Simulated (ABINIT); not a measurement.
Ba, a slab with vacuum:

```xyz
4
Lattice="4.3301 0.0000 0.0000 -1.4434 4.0825 0.0000 0.0000 0.0000 25.6066" Properties=species:S:1:pos:R:3 pbc="T T T"
Ba    1.4434    2.0412    7.5000
Ba    0.0000    0.0000   11.0355
Ba    1.4434    2.0412   14.5711
Ba    0.0000    0.0000   18.1066
```

The slab is cut from a database's or a generator's crystal, which needn't be the stable form of the element.

Program: ABINIT 10.8.3 (patched build). Alike in all runs: task single point; level PBE; no spin polarisation; cell as given; k mesh 7 × 7 × 1; smearing fermi-dirac 0.05 eV. Hardware: 4 MPI ranks on AMD EPYC 9R45 96-Core Processor (Zen 5), with other jobs on the host.

Q: Order these runs on this cell by their wall time, lowest first.
A. potentials or basis PseudoDojo NC SR PBE v0.5 stringent; cutoff (eV) 762
B. potentials or basis SPMS NC PBE v1.0; cutoff (eV) 408
C. potentials or basis JTH PAW PBE v2.0; cutoff (eV) 408; fine-grid cutoff 816.342 eV

A: C (48 s), B (140 s), A (310 s).
